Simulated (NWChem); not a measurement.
**the pair C2H5B···SiH2O: a chain of runs**

Wanted: the energy (singlet C2H7BOSi, wB97X-D3/6-31+G*), then the energy (singlet C2H5B, wB97X-D3/6-31+G*), then a single-point energy (singlet SiH2O, wB97X-D3/6-31+G*), then the energy (singlet C2H5B, wB97X-D3/6-31+G*), then the energy (singlet SiH2O, wB97X-D3/6-31+G*) of C2H7BOSi and its partners. 

Program for the calculation: NWChem 7.3.0.

## (1) The system as given

The species is C2H7BOSi (12 atoms), meant as a singlet with charge 0. The two molecules were placed rigidly side by side, at 0.85 times their contact distance; the pair isn't optimised.

Bond lengths: B1–C2 1.534 Å, C2–C3 1.339 Å, O9–Si10 1.516 Å, B1–H4 1.199 Å, B1–H5 1.197 Å, C2–H6 1.089 Å, C3–H7 1.086 Å, C3–H8 1.087 Å, Si10–H11 1.485 Å, Si10–H12 1.486 Å. Some angles: B1–C2–C3 120.5°, B1–C2–H6 121.7°, C3–C2–H6 117.7°, C2–B1–H4 118.7°, C2–B1–H5 122.0°, C2–C3–H7 120.6°, C2–C3–H8 123.0°, O9–Si10–H11 124.0°, O9–Si10–H12 124.0°, H4–B1–H5 119.3°.

## (2) A single-point energy at wB97X-D3/6-31+G(d) (spherical functions) (run 1)

Contents of c2h7bosi.nw:

```
start c2h7bosi
title "C2H7BOSi energy"
memory 2200 mb

geometry units au noautosym nocenter noautoz
B   -1.19186916   1.66945965  -1.29812846
C    0.58674106   0.53033274   0.68872958
C    0.84657841  -1.97884561   0.89282000
H   -2.33931087   0.27030642  -2.66043203
H   -1.46323384   3.90311593  -1.52395074
H    1.67408948   1.71330129   1.97336540
H   -0.19692836  -3.24156061  -0.34476163
H    2.08397107  -2.86607202   2.27232008
O    0.74033800  -5.69215744   6.48514322
Si   3.08167088  -4.28718386   7.35042991
H    5.62586585  -4.62204333   6.21243684
H    3.10655857  -2.41032677   9.43801036
end

basis spherical bse
* library 6-31+G*
end

dft
xc wb97x-d3
grid fine
convergence energy 1e-08
maxiter 100
mulliken
print low
end

task dft energy
```

On the command line:

```
$ nwchem c2h7bosi.nw > c2h7bosi.out
```

What it wrote, cut to the lines that bear on the results:

```text
[...]
 d= 0,ls=0.0,diis     1   -469.6688594549 -6.42D+02  2.27D-02  1.27D+00     6.3
[...]
 d= 0,ls=0.0,diis    12   -469.8418368389 -3.57D-10  3.45D-07  1.06D-10    74.8
         Total DFT energy =     -469.841836838927
      One electron energy =     -986.464574750047
           Coulomb energy =      391.179715172587
    Exchange-Corr. energy =      -46.907750425357
 Nuclear repulsion energy =      172.353101395426
    Dispersion correction =       -0.002328231535
[...]
      Total Density - Mulliken Population Analysis
     ---------------------------------------------
    Atom       Charge   Shell Charges
 -----------   ------   -------------------------------------------------------
    1 B    5     4.96   2.00  0.59  1.40  0.45  0.41  0.04  0.03  0.04
    2 C    6     6.29   2.00  0.68  2.06  0.56  0.90 -0.06  0.13  0.03
    3 C    6     6.34   2.00  0.70  2.00  0.63  0.94 -0.06  0.10  0.03
    4 H    1     1.00   0.52  0.48
    5 H    1     1.00   0.52  0.48
    6 H    1     0.81   0.53  0.28
    7 H    1     0.78   0.52  0.26
    8 H    1     0.84   0.53  0.31
    9 O    8     8.53   2.00  0.93  2.83  0.95  1.69 -0.04  0.16  0.02
   10 Si  14    13.32   2.00  2.00  5.96  0.96  1.72  0.27  0.10  0.01  0.04  0.26
[...]
```

Run time: 76 s. Hardware: 1 thread of Intel Xeon 6975P-C (Granite Rapids), shared host; peak memory 0.13 GiB.

## (3) C2H5B: a single-point energy at wB97X-D3/6-31+G(d) (spherical functions) (run 2)

Contents of run.nw:

```
start run
title "C2H5B"
memory total 2200 mb
geometry noautosym nocenter noautoz
   B       -0.630710       0.883440      -0.686940
   C        0.310490       0.280640       0.364460
   C        0.447990      -1.047160       0.472460
   H       -1.237910       0.143040      -1.407840
   H       -0.774310       2.065440      -0.806440
   H        0.885890       0.906640       1.044260
   H       -0.104210      -1.715360      -0.182440
   H        1.102790      -1.516660       1.202460
end
basis spherical bse
   * library 6-31+G*
end
dft
   xc wb97x-d3
   grid fine
   convergence energy 1e-08
   iterations 100
   mulliken
   print low
end
task dft
```

On the command line:

```
$ nwchem run.nw > run.out
```

What it wrote, cut to the lines that bear on the results:

```text
[...]
 d= 0,ls=0.0,diis     1   -103.9619983686 -1.62D+02  6.80D-03  2.00D-01     1.8
[...]
 d= 0,ls=0.0,diis     9   -103.9921586479 -6.06D-09  3.80D-06  9.60D-09    14.7
         Total DFT energy =     -103.992158647851
      One electron energy =     -252.784055085820
           Coulomb energy =      107.402978241229
    Exchange-Corr. energy =      -16.697760327313
 Nuclear repulsion energy =       58.087446416132
    Dispersion correction =       -0.000767892078
[...]
      Total Density - Mulliken Population Analysis
     ---------------------------------------------
    Atom       Charge   Shell Charges
 -----------   ------   -------------------------------------------------------
    1 B    5     4.97   2.00  0.59  1.40  0.45  0.42  0.04  0.03  0.04
    2 C    6     6.23   2.00  0.68  2.05  0.56  0.89 -0.08  0.10  0.03
    3 C    6     6.42   2.00  0.70  2.01  0.63  0.97 -0.00  0.09  0.03
    4 H    1     1.00   0.52  0.48
    5 H    1     1.00   0.52  0.48
    6 H    1     0.80   0.53  0.27
    7 H    1     0.79   0.53  0.27
    8 H    1     0.79   0.53  0.27
[...]
```

It took 15 s on 1 thread of Intel Xeon 6975P-C (Granite Rapids), shared host; peak memory 0.12 GiB.

## (4) SiH2O: a single-point energy at wB97X-D3/6-31+G(d) (spherical functions) (run 3)

Contents of mymol.nw:

```
start mymol
memory stack 880 mb heap 220 mb global 1100 mb
charge 0
geometry noautosym nocenter noautoz
 O     0.391770   -3.012160    3.431790
 Si    1.630750   -2.268680    3.889680
 H     2.977080   -2.445880    3.287480
 H     1.643920   -1.275490    4.994380
end
basis spherical bse
 * library 6-31+G*
end
dft
 xc wb97x-d3
 grid fine
 convergence energy 1e-08
 maxiter 100
 mulliken
 noprint "final vectors analysis"
end
task dft energy
```

On the command line:

```
$ nwchem mymol.nw > mymol.out
```

What it wrote, cut to the lines that bear on the results:

```text
[...]
          Wavefunction type:  closed shell.
          No. of atoms     :     4
          No. of electrons :    24
[...]
          Charge           :     0
          Spin multiplicity:     1
[...]
          AO basis - number of functions:    44
[...]
              XC Information
              --------------
                    wb97x-d3  Method XC Functional
                     Hartree-Fock (Exact) Exchange  1.000
                      wb97x-d3 Exchange Functional  1.000
                   wb97x-d3 Correlation Functional  1.000
[...]
 d= 0,ls=0.0,diis     1   -365.7074559936 -4.18D+02  4.78D-02  1.06D+00     0.7
[...]
 d= 0,ls=0.0,diis     9   -365.8496257012 -9.60D-09  5.98D-06  1.86D-08     5.1
         Total DFT energy =     -365.849625701177
      One electron energy =     -610.251030993815
           Coulomb energy =      222.123794904489
    Exchange-Corr. energy =      -30.206888656179
 Nuclear repulsion energy =       52.484835720112
    Dispersion correction =       -0.000336675784
[...]
      Total Density - Mulliken Population Analysis
     ---------------------------------------------
    Atom       Charge   Shell Charges
 -----------   ------   -------------------------------------------------------
    1 O    8     8.55   2.00  0.93  2.83  0.95  1.69 -0.03  0.17  0.02
    2 Si  14    13.31   2.00  2.00  5.96  0.96  1.72  0.25  0.10  0.02  0.05  0.26
    3 H    1     1.07   0.50  0.57
    4 H    1     1.07   0.50  0.57
[...]
```

It took 5.7 s on 1 thread of Intel Xeon 6975P-C (Granite Rapids), shared host; peak memory 0.12 GiB.

## (5) C2H5B among ghost functions: the energy at wB97X-D3/6-31+G(d) (spherical functions, with ghost functions) (run 4)

Contents of mymol.nw:

```
start mymol
title "C2H5B energy"
memory stack 880 mb heap 220 mb global 1100 mb

geometry units bohr noautosym nocenter noautoz
  B   -1.19186916   1.66945965  -1.29812846
  C    0.58674106   0.53033274   0.68872958
  C    0.84657841  -1.97884561   0.89282000
  H   -2.33931087   0.27030642  -2.66043203
  H   -1.46323384   3.90311593  -1.52395074
  H    1.67408948   1.71330129   1.97336540
  H   -0.19692836  -3.24156061  -0.34476163
  H    2.08397107  -2.86607202   2.27232008
  bqO      0.740338    -5.692157     6.485143
  bqSi     3.081671    -4.287184     7.350430
  bqH      5.625866    -4.622043     6.212437
  bqH      3.106559    -2.410327     9.438010
end

basis spherical bse
  B library 6-31+G*
  C library 6-31+G*
  H library 6-31+G*
  bqO library O 6-31+G*
  bqSi library Si 6-31+G*
  bqH library H 6-31+G*
end

dft
  xc wb97x-d3
  grid fine
  convergence energy 1e-08
  maxiter 100
  mulliken
  print low
end

task dft energy
```

On the command line:

```
$ nwchem mymol.nw > mymol.out
```

What it wrote, cut to the lines that bear on the results:

```text
[...]
 d= 0,ls=0.0,diis     1   -103.9620679320 -1.62D+02  4.27D-03  2.01D-01     5.4
[...]
 d= 0,ls=0.0,diis     9   -103.9922508306 -6.02D-09  2.45D-06  9.54D-09    53.1
         Total DFT energy =     -103.992250830632
      One electron energy =     -252.783541132939
           Coulomb energy =      107.402235168513
    Exchange-Corr. energy =      -16.697619213493
 Nuclear repulsion energy =       58.087442239468
    Dispersion correction =       -0.000767892180
[...]
      Total Density - Mulliken Population Analysis
     ---------------------------------------------
    Atom       Charge   Shell Charges
 -----------   ------   -------------------------------------------------------
    1 B    5     4.96   2.00  0.59  1.40  0.45  0.41  0.04  0.03  0.04
    2 C    6     6.25   2.00  0.68  2.06  0.56  0.89 -0.07  0.11  0.03
    3 C    6     6.41   2.00  0.69  2.01  0.63  0.97 -0.03  0.11  0.03
    4 H    1     1.00   0.52  0.48
    5 H    1     1.00   0.52  0.48
    6 H    1     0.80   0.53  0.27
    7 H    1     0.79   0.53  0.26
    8 H    1     0.79   0.53  0.26
    9 X    0    -0.00   0.00  0.00  0.00  0.00  0.00 -0.00 -0.00 -0.00
   10 X    0     0.00   0.00  0.00 -0.00  0.00  0.00  0.00  0.00 -0.00 -0.00 -0.00
[...]
```

Wall time 54 s (1 thread of Intel Xeon 6975P-C (Granite Rapids), shared host); peak memory 0.12 GiB.

## (6) SiH2O among ghost functions: the energy at wB97X-D3/6-31+G(d) (spherical functions, with ghost functions) (run 5)

Contents of run.nw:

```
start run
title "H2OSi energy"
memory stack 880 mb heap 220 mb global 1100 mb
charge 0
geometry units angstroms noautosym nocenter noautoz
O      0.391770    -3.012160     3.431790
Si     1.630750    -2.268680     3.889680
H      2.977080    -2.445880     3.287480
H      1.643920    -1.275490     4.994380
bqB     -0.630710     0.883440    -0.686940
bqC      0.310490     0.280640     0.364460
bqC      0.447990    -1.047160     0.472460
bqH     -1.237910     0.143040    -1.407840
bqH     -0.774310     2.065440    -0.806440
bqH      0.885890     0.906640     1.044260
bqH     -0.104210    -1.715360    -0.182440
bqH      1.102790    -1.516660     1.202460
end
basis spherical bse
O library 6-31+G*
Si library 6-31+G*
H library 6-31+G*
bqB library B 6-31+G*
bqC library C 6-31+G*
bqH library H 6-31+G*
end
dft
xc wb97x-d3
mult 1
grid fine
convergence energy 1e-08
iterations 100
mulliken
noprint "final vectors analysis"
end
task dft
```

On the command line:

```
$ nwchem run.nw > run.out
```

What it wrote, cut to the lines that bear on the results:

```text
[...]
          Wavefunction type:  closed shell.
          No. of atoms     :    12
          No. of electrons :    24
[...]
          Charge           :     0
          Spin multiplicity:     1
[...]
          AO basis - number of functions:   108
[...]
              XC Information
              --------------
                    wb97x-d3  Method XC Functional
                     Hartree-Fock (Exact) Exchange  1.000
                      wb97x-d3 Exchange Functional  1.000
                   wb97x-d3 Correlation Functional  1.000
[...]
 d= 0,ls=0.0,diis     1   -365.7076302821 -4.18D+02  2.09D-02  1.06D+00     4.7
[...]
 d= 0,ls=0.0,diis     9   -365.8498754189 -9.85D-09  2.73D-06  1.94D-08    47.5
         Total DFT energy =     -365.849875418865
      One electron energy =     -610.249180866625
           Coulomb energy =      222.121309375531
    Exchange-Corr. energy =      -30.206502972099
 Nuclear repulsion energy =       52.484835720112
    Dispersion correction =       -0.000336675784
[...]
      Total Density - Mulliken Population Analysis
     ---------------------------------------------
    Atom       Charge   Shell Charges
 -----------   ------   -------------------------------------------------------
    1 O    8     8.55   2.00  0.93  2.83  0.96  1.69 -0.04  0.17  0.02
    2 Si  14    13.30   2.00  2.00  5.96  0.96  1.72  0.25  0.09  0.02  0.05  0.26
    3 H    1     1.08   0.50  0.58
    4 H    1     1.07   0.50  0.57
    5 X    0    -0.00  -0.00  0.00  0.00 -0.00 -0.00 -0.00 -0.00 -0.00
    6 X    0     0.01   0.00  0.00  0.00 -0.00 -0.00  0.01  0.00 -0.00
    7 X    0    -0.01   0.00  0.00 -0.00 -0.00 -0.00 -0.01  0.00 -0.00
    8 X    0     0.00   0.00  0.00
    9 X    0    -0.00  -0.00 -0.00
   10 X    0    -0.00   0.00 -0.00
[...]
```

Wall time 48 s (1 thread of Intel Xeon 6975P-C (Granite Rapids), shared host); peak memory 0.13 GiB.

## (7) Summary of results

| quantity | value |
| --- | --- |
| run 1, wB97X-D3/6-31+G*: total energy | -469.84184 Eh |
| run 1, wB97X-D3/6-31+G*: dispersion energy | -6.11 kJ/mol |
| C2H5B: total energy | -103.99216 Eh |
| C2H5B: dispersion energy | -2.02 kJ/mol |
| SiH2O: total energy | -365.84963 Eh |
| SiH2O: dipole moment | 3.98 D |
| SiH2O: dispersion energy | -0.88 kJ/mol |
| C2H5B among ghost functions: total energy | -103.99225 Eh |
| C2H5B among ghost functions: dispersion energy | -2.02 kJ/mol |
| SiH2O among ghost functions: total energy | -365.84988 Eh |
| SiH2O among ghost functions: dipole moment | 3.98 D |
| SiH2O among ghost functions: dispersion energy | -0.88 kJ/mol |
| interaction energy of the rigid parts C2H5B and SiH2O (parts in their own basis; closest atoms 2.78 Å apart) | -0.001 eV |
| interaction energy of the rigid parts C2H5B and SiH2O (parts in the whole basis, counterpoise; closest atoms 2.78 Å apart) | 0.008 eV |

In words: The interaction energy of the rigid parts C2H5B and SiH2O (parts in their own basis; closest atoms 2.78 Å apart) is −0.00 eV (−0.1 kJ/mol). Without counterpoise this holds the superposition error of the basis. The interaction energy of the rigid parts C2H5B and SiH2O (parts in the whole basis, counterpoise; closest atoms 2.78 Å apart) is 0.01 eV (0.8 kJ/mol). The basis-set superposition error is 0.9 kJ/mol. It is larger than the uncorrected attraction, which is thus an artefact of the basis. Mulliken charges (C2H5B) run from -0.42 on C3 to +0.21 on H7; in a basis this large or diffuse they mean little.
